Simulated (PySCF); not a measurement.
# C6H7BrClN: the cost of one run

Programs: PySCF 2.14.0. All values are calculated, for the isolated system unless a continuum is named. Atoms count from 0, parts from 1.

## Step 1: Starting point

16 atoms, charge 0, multiplicity 1; geometry: GFN2-xTB, MD frame. Parts: 1 = atoms 0–9, `Cl[C@]12C[C@]1(Br)C2`, charge 0; 2 = atoms 10–15, `CC#N`, charge 0.

## Step 2: Counterpoise and decomposition: B3LYP-D3(BJ)/def2-SVP, 375 fs

What the job is given:

```
{"job": {"kind": "inter", "xc": "B3LYP", "basis": "def2-SVP", "disp": "d3bj"}, "charge": 0, "multiplicity": 1, "parts": [{"atoms": "0-9", "charge": 0, "multiplicity": 1}, {"atoms": "10-15", "charge": 0, "multiplicity": 1}]}
Cl    -1.289080    -1.876140    -1.453256
C     -1.634608    -0.847422    -0.067431
C     -1.995098    -1.014472     1.407670
C     -0.903727    -0.048063     0.945903
Br     0.897009     0.133592     1.599471
C     -1.724767     0.633127    -0.086614
H     -2.994497    -0.494127     1.606541
H     -1.720291    -1.873596     1.922625
H     -2.539382     1.290086     0.216990
H     -1.076477     1.147868    -0.830947
C      2.905373     0.900469    -2.242451
C      1.563672     0.524649    -2.607831
N      0.569908     0.125652    -3.081811
H      3.466691     0.300887    -3.045406
H      3.110949     1.953851    -2.555666
H      3.195633     0.794435    -1.223207
```

With the program's defaults for keys left out, this is: B3LYP-D3(BJ)/def2-SVP interaction energy, counterpoise and uncorrected, gas phase.

Launch:

```bash
$ OMP_NUM_THREADS=1 python cluster_run.py task.json out
```

This one command runs all jobs of the session in turn.

**Question.** How long does this first job take on 1 thread of Arm Neoverse N1, shared host, and how much memory does it need?

About 78 s, with a peak of 0.57 GiB.
